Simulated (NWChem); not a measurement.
# LiI (Lithium Iodide) at 6 levels

Wanted: a comparison of 6 runs (HF/STO-3G, HF/3-21G, wB97X/def2-TZVPPD, B2PLYP/def2-TZVPPD, CAM-B3LYP/def2-TZVPPD, MP3/def2-TZVPPD) of LiI (Lithium Iodide). 

The results are computed with NWChem 7.3.0.

6 further runs of the same task are left out: 5 that didn't finish, 1 set aside as unsound or not needed.

### 1 The molecule

LiI has 2 atoms, charge 0, and is taken as a singlet. SMILES: `[Li][I]`. Geometry: the measured bond length.

Bond lengths: Li1–I2 2.392 Å.

### 2 Energy and forces at HF/STO-3G (run 1)

The input, input.nw:

```
start input
title "ILi hf"
memory stack 880 mb heap 220 mb global 1100 mb
charge 0

geometry units angstrom noautosym nocenter noautoz
 Li    0.000000    0.000000    0.000000
 I     0.000000    0.000000    2.391924
end

basis spherical bse
 * library STO-3G
end

scf
 thresh 1e-08
 maxiter 80
 noprint "final vectors analysis"
end

task scf gradient
```

Command:

```bash
$ nwchem input.nw > input.out
```

Log:

```text
[...]
  functions       =    32
[...]
  wavefunction    = RHF
[...]
         Total SCF energy =  -6858.118655412138
      One-electron energy =  -9523.622195742448
      Two-electron energy =   2630.327179128636
 Nuclear repulsion energy =     35.176361201674
        Time for solution =      1.3s
[...]
                         RHF ENERGY GRADIENTS
    atom               coordinates                        gradient
                 x          y          z           x          y          z
   1 Li      0.000000   0.000000   0.000000   -0.000000   0.000000  -0.020229
   2 I       0.000000   0.000000   4.520081    0.000000  -0.000000   0.020229
[...]
```

It took 2.8 s on 1 thread of Intel Xeon 6975P-C (Granite Rapids), shared host; peak memory 0.096 GiB.

### 3 Energy and forces at HF/3-21G (run 2)

The input, mol.nw:

```
START mol
TITLE "ILi"
memory stack 880 mb heap 220 mb global 1100 mb

GEOMETRY noautosym nocenter noautoz
   Li     0.000000     0.000000     0.000000
   I      0.000000     0.000000     2.391924
END

BASIS spherical bse
   Li library 3-21G
   I library 3-21G
END

SCF
   thresh 1e-08
   maxiter 80
   print medium
END

TASK scf gradient
```

Command:

```bash
$ nwchem mol.nw > mol.out
```

Log:

```text
[...]
  functions       =    40
[...]
  wavefunction    = RHF
[...]
         Total SCF energy =  -6894.788226214419
      One-electron energy =  -9561.004784921392
      Two-electron energy =   2631.040197505299
 Nuclear repulsion energy =     35.176361201674
        Time for solution =      1.8s
[...]
                         RHF ENERGY GRADIENTS
    atom               coordinates                        gradient
                 x          y          z           x          y          z
   1 Li      0.000000   0.000000   0.000000    0.000000   0.000000   0.012611
   2 I       0.000000   0.000000   4.520081   -0.000000  -0.000000  -0.012611
[...]
```

Run time: 3.3 s. Hardware: 1 thread of Intel Xeon 6975P-C (Granite Rapids), shared host; peak memory 0.099 GiB.

Runs 3 to 5 aren't shown in full; the table further down has their settings and results.

### 4 A single-point energy at MP3/def2-TZVPPD (core potential) (run 6)

The input, sp.xyz:

```xyz
2
Lithium Iodide
Li     0.000000     0.000000     0.000000
I      0.000000     0.000000     2.391924
```

The input, run.py:

```python
from ase.io import read
from ase.calculators.nwchem import NWChem

molecule = read('sp.xyz')

calc = NWChem(
    label='sp',
    theory='tce',
    memory='2200 mb',
    basis='def2-TZVPPD',
    basispar='spherical bse',
    scf={'nopen': '0', 'rhf': None, 'thresh': '1e-08', 'maxiter': '80', 'print': 'low'},
    tce={'scf': None, 'mbpt3': None, 'freeze': 'core 4', 'maxiter': '60'},
    task='energy',
    **{'ecp bse': {'I library': 'def2-TZVPPD'}},
)
molecule.calc = calc

e = molecule.get_potential_energy()
print(f"E = {e:.6f} eV")
```

Command:

```bash
$ export ASE_NWCHEM_COMMAND="nwchem PREFIX.nwi > PREFIX.nwo"
$ python run.py
```

Log:

```text
E = -8291.249419 eV
```

The calculator wrote sp.nwi:

```
title "sp"

permanent_dir sp

scratch_dir sp

start sp

geometry units angstrom nocenter noautosym noautoz
  Li 0.0000000000000000e+00 0.0000000000000000e+00 0.0000000000000000e+00
  I  0.0000000000000000e+00 0.0000000000000000e+00 2.3919239999999999e+00
end

memory 2200 mb

basis spherical bse noprint
   * library def2-TZVPPD
end

scf
  nopen 0
  rhf
  thresh 1e-08
  maxiter 80
  print low
end
tce
  scf
  mbpt3
  freeze core 4
  maxiter 60
end
ecp bse
  I library def2-TZVPPD
end

task tce energy
```

sp.nwo:

```text
Northwest Computational Chemistry Package (NWChem) 7.3.0
             --------------------------------------------------------

           Job information
           ---------------

    nwchem branch   = 7.3.0
    use scalapack   = T
    input           = sp.nwi
    prefix          = sp.
    data base       = sp/sp.db
    status          = startup
    nproc           =        1

           Memory information
           ------------------

    heap     =     72089596 doubles =      550.0 Mbytes
    stack    =     72089601 doubles =      550.0 Mbytes
    global   =    144179200 doubles =     1100.0 Mbytes (distinct from heap & stack)
    total    =    288358397 doubles =     2200.0 Mbytes
    verify   = yes
    hardfail = no

[... 33 lines left out ...]
            Nuclear Dipole moment (a.u.)
[... 47 lines left out ...]
       Final RHF  results
[... 2 lines left out ...]
         Total SCF energy =   -304.193709341034
      One-electron energy =   -562.536795146845
      Two-electron energy =    241.750462597474
 Nuclear repulsion energy =     16.592623208337
[... 130 lines left out ...]
 Iterations converged
[... 1 line left out ...]
 MBPT(2) total energy / hartree       =      -304.729163460632776
[... 1 line left out ...]
 MBPT(3) iterations
 --------------------------------------------------------
 Iter          Residuum       Correlation     Cpu    Wall
 --------------------------------------------------------
    1   0.2395907857061   0.0000000000000     0.4     0.4
    2   0.0000000000663   0.0313648372672     0.4     0.4
 --------------------------------------------------------
 Iterations converged
 MBPT(3) correlation energy / hartree =         0.031364837267250
 MBPT(3) total energy / hartree       =      -304.697798623365543

 Task  times  cpu:       21.3s     wall:       21.3s
 Total times  cpu:       21.3s     wall:       21.3s
```

It took 23 s on 1 thread of Intel Xeon 6975P-C (Granite Rapids), shared host; peak memory 1.1 GiB.

### 5 All runs side by side

| run | level | iteration cap | module | energy (Eh) | largest force (eV/Å) | wall time |
| --- | --- | --- | --- | --- | --- | --- |
| 1 | HF/STO-3G | 80 | scf | -6858.118655 | 1.040 | 2.8 s |
| 2 | HF/3-21G | 80 | scf | -6894.788226 | 0.648 | 3.3 s |
| 3 | wB97X/def2-TZVPPD (core potential) | 100 | dft | -305.347926 | 0.143 | 38 s |
| 4 | B2PLYP/def2-TZVPPD (core potential) | 100 | dft | -305.130432 | – | 12 s |
| 5 | CAM-B3LYP/def2-TZVPPD (core potential) | 100 | dft | -305.294527 | 0.057 | 40 s |
| 6 | MP3/def2-TZVPPD (core potential) | 80 | tce | -304.697799 | – | 23 s |

### 6 Results

| quantity | value |
| --- | --- |
| run 6: total energy | -304.69780 Eh |
| run 6: correlation energy (4 core orbitals frozen) | -504.1 mEh |

Over runs 1, 2, 5 the dipole moment (its size) runs from 4.84 D (HF/STO-3G) to 7.74 D (HF/3-21G). Totals of different functionals can't be ranked against each other. Some runs of one species differ in core potentials or relativity; totals across that change don't compare. In run 1 the basis is minimal, so the values are rough. In runs 1, 2 relativity is left out where basis or elements ask for it. All runs together took 2 min, the longest 40 s.
